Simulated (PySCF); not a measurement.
# C6H14FN: the cost of one run

Computed with PySCF 2.14.0 and routines of our own; the level stands in each step. Atoms count from 0.

## 1. The system as given

22 atoms, charge 0, multiplicity 1; geometry from: GFN2-xTB.

## 2. Magnetic properties: GIAO BHandHLYP/pcSseg-1

Job settings and geometry (Å):

```
{"job": {"kind": "mag", "xc": "BHandHLYP", "basis": "pcSseg-1", "isotopologues": 2}, "charge": 0, "multiplicity": 1}
C      3.016058     0.498033     0.459432
C      1.684256    -0.235511     0.442253
F      1.930338    -1.589363     0.631430
C      0.923404    -0.060008    -0.868457
C     -0.481185    -0.661142    -0.778135
N     -1.283618    -0.009766     0.245360
C     -1.824644     1.255672    -0.203054
C     -2.336141    -0.874388     0.737214
H      3.630395     0.175927    -0.378494
H      2.849674     1.568740     0.390187
H      3.547006     0.280963     1.382815
H      1.048660     0.068446     1.282552
H      0.875021     1.003239    -1.101282
H      1.472046    -0.562488    -1.667259
H     -0.376089    -1.713768    -0.506389
H     -0.966016    -0.612579    -1.768850
H     -2.341929     1.734807     0.627194
H     -2.534847     1.140644    -1.038388
H     -1.016862     1.909323    -0.524870
H     -2.872767    -0.360586     1.533855
H     -1.893813    -1.781035     1.146836
H     -3.059358    -1.155774    -0.044798
```

Method: GIAO BHandHLYP/pcSseg-1 magnetisability, rotational g tensor and spin-rotation constants, non-relativistic, gas phase.

Command:

```console
$ OMP_NUM_THREADS=1 python excited_run.py task.json out
```

The driver reads the jobs from task.json and runs them one after another.

**Question.** How long does this first job take on 1 thread of Arm Neoverse N1, shared host, and how much memory does it need?

About 86 s, with a peak of 1 GiB.
